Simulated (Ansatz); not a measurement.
# Rhodium, hcp under r²SCAN: ground state and equation of state

The plan for rhodium in the hcp structure: relax it, solve it on a dense k-mesh, switch on spin-orbit coupling, then scale the cell to 7 volumes from 88 to 112 % of the relaxed one and try a fit of the equation of state. The k-meshes are 13×13×7 for the relaxation; 22×22×12 for the dense run; 13×13×7 for spin-orbit coupling; 15×15×8 for the volumes.

This is Rh in the hcp structure; at room conditions it is fcc.

Computed with Ansatz 0.2.0 (DFT r2SCAN, plane waves (500 eV) with PAW, scalar-relativistic; PBE-made PAW files, unless a step says otherwise).

## Step 1: The structure to begin with

The structure is hexagonal, space group P6_3/mmc (No. 194). The conventional cell has a = 2.689 Å, b = 2.689 Å, c = 4.391 Å, α = 90.00°, β = 90.00°, γ = 120.00°. Rh (site symmetry -6m2) has 12 Rh at 2.69 Å as nearest neighbours.

As a file:

```cif
data_structure
_symmetry_space_group_name_H-M 'P 1'
_symmetry_Int_Tables_number 1
_cell_length_a 2.6892
_cell_length_b 2.6892
_cell_length_c 4.3915
_cell_angle_alpha 90.000
_cell_angle_beta 90.000
_cell_angle_gamma 120.000
_cell_volume 27.50
loop_
_atom_site_label
_atom_site_type_symbol
_atom_site_fract_x
_atom_site_fract_y
_atom_site_fract_z
_atom_site_occupancy
Rh1 Rh 0.33333 0.66667 0.25000 1
Rh2 Rh 0.66667 0.33333 0.75000 1
```

## Step 2: Relaxation of the cell

input.yaml reads:

```yaml
crystal:
  lattice:
    - [2.6891940459, 0.0, 0.0]
    - [-1.3445970229, 2.3289103594, 0.0]
    - [0.0, 0.0, 4.3914538769]
  atoms:
    - { symbol: Rh, position: [0.3333333333, 0.6666666667, 0.25] }
    - { symbol: Rh, position: [0.6666666667, 0.3333333333, 0.75] }
hamiltonian:
  xc: r2scan
  pseudopotentials:
    kind: paw
    azcp:
      Rh: "pseudopotentials/Rh.paw.azcp"
basis:
  ecutwfc: 500
  fft_grid_basis: typed
kpoints:
  mp_grid: { grid: [13, 13, 7], shift: [0, 0, 0] }
magnetization:
  spin_polarized: false
scf:
  occupations: { method: fermi_dirac, width: 0.1 }
relax:
  max_steps: 60
  f_tol: 0.01
  cell: {}
```

Command:

```console
$ ansatz run input.yaml --threads 1 --pin off --max-ram 3584MiB --backend cpu --events-out ev --progress --plain --runs-dir out
```

After this run come: Single point on a dense mesh; A two-component run at the same geometry; Volume × 0.88; Volume × 0.92; Volume × 0.96; Volume × 1.0; Volume × 1.04; Volume × 1.08; Volume × 1.12.

**Question.** What will these runs give? Wanted: space group; conventional cell; volume; shortest distance; gap on the mesh; relative to fcc; V₀, B₀, B₀′.

**Answer**, as computed:

| quantity | value |
| --- | --- |
| space group (spins left aside) | P6_3/mmc (No. 194) |
| conventional cell | a = 2.704 Å, c = 4.357 Å (c/a = 1.612) |
| volume | 13.789 Å³/atom |
| shortest distance | 2.680 Å |
| gap on the mesh | none (levels filled in part) |
| relative to fcc | +47 meV/atom |
| V₀, B₀, B₀′ | 13.761 Å³/atom, 280 GPa, 5.2 |

The relaxation enlarged the cell by 0.3 % in volume. It lies 47 meV/atom above the element's reference form at the same level (fcc, from a run of its own). No gap shows: it is a metal or semimetal at this level. The total energy of the spin-orbit run lies +6.9 eV/atom from the scalar one, but the two kinds of run don't share a zero of energy: only differences within one kind count. The fitted modulus is 280 GPa; letting shape and positions relax at each volume could only lower it. The symmetry was held, so the structure may be unstable against distortions that break it.
